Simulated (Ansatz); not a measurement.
**BH₆NSeSi: a ladder of functionals and wavefunction methods**

One table from this session's results is given with a row withheld; the runs are named, their logs left out.

Computed with Ansatz 0.2.0, Gaussian basis. Level: functionals in def2-TZVPP, the program's frozen cores in correlated methods.

The runs, in order: PBE-D4, r2SCAN-D4, PBE0-D4, B3LYP-D4, ωB97X-V, ωB97M-V, B2PLYP; CCSD(T)/def2-TZVPP; MP2/def2-QZVPP; extrapolation to the limit.

### Structure used throughout

The geometry comes from an earlier relaxation with PBE0-D4 in a triple-zeta def2 set; it is a stationary point, not always the lowest conformer.

SMILES `[SiH3]NB[SeH]`, 10 atoms, charge 0, spin multiplicity 1.

Atoms are counted from 1 here; the program's logs count them from 0.

Bond lengths: Si1–N2 1.744 Å, Si1–H5 1.487 Å, Si1–H6 1.480 Å, Si1–H7 1.487 Å, N2–B3 1.401 Å, N2–H8 1.011 Å, B3–Se4 1.946 Å, B3–H9 1.195 Å, Se4–H10 1.471 Å. Angles: N2–Si1–H5 110.4°, N2–Si1–H6 107.5°, N2–Si1–H7 110.4°, H5–Si1–H6 110.4°, H5–Si1–H7 107.8°, H6–Si1–H7 110.4°, Si1–N2–B3 125.8°, Si1–N2–H8 116.7°, B3–N2–H8 117.5°, N2–B3–Se4 125.1°, N2–B3–H9 120.4°, Se4–B3–H9 114.5°, B3–Se4–H10 97.2°.

Set-up of the first run:

in.yaml

```yaml
crystal:
  periodic: [false, false, false]
  atoms:
    - {symbol: Si, position_ang: [-0.706075, 1.365809, 0.607463]}
    - {symbol: N, position_ang: [0.279048, 0.141191, -0.148438]}
    - {symbol: B, position_ang: [0.016504, -1.235077, -0.153141]}
    - {symbol: Se, position_ang: [1.131992, -2.583359, -1.005368]}
    - {symbol: H, position_ang: [-1.173470, 2.351183, -0.402987]}
    - {symbol: H, position_ang: [-1.860170, 0.683290, 1.233895]}
    - {symbol: H, position_ang: [0.078812, 2.102798, 1.632746]}
    - {symbol: H, position_ang: [1.112057, 0.459073, -0.624870]}
    - {symbol: H, position_ang: [-0.953560, -1.667314, 0.394020]}
    - {symbol: H, position_ang: [2.157863, -1.668795, -1.530321]}
basis:
  gaussian: {orbitals: def2-TZVPP}
hamiltonian: {xc: pbe, dispersion: d4}
output: {forces: true, orbitals: {seedname: orbitals}}
```

Run with:

```console
$ ansatz run in.yaml --threads 4 --pin off --events-out ev --progress --plain --max-ram 10444MiB
```

Steps of the session up to this table: PBE-D4 (GGA); r2SCAN-D4 (meta-GGA); PBE0-D4 (hybrid); B3LYP-D4 (hybrid); ωB97X-V (range-separated); ωB97M-V (range-separated); B2PLYP (double hybrid); CCSD(T) in def2-TZVPP; MP2 in def2-QZVPP.

One table of the session follows, with a row left open; its other results are not shown here.

```
            method  atomisation energy (eV)
            PBE-D4                   34.411
         r2SCAN-D4                        ?
           PBE0-D4                   34.012
          B3LYP-D4                   34.299
           ωB97X-V                   34.379
           ωB97M-V                   34.243
            B2PLYP                   33.826
     HF/def2-TZVPP                   25.125
    MP2/def2-TZVPP                   33.460
   CCSD/def2-TZVPP                   32.795
CCSD(T)/def2-TZVPP                   33.240
           MP2/CBS                   34.402
       CCSD(T)/CBS                   34.183
```

**Question.** Estimate the row for r2SCAN-D4.

As computed: atomisation energy (eV): 34.209. In the column «atomisation energy (eV)» it lies between CCSD(T)/CBS (34.183) and ωB97M-V (34.243).
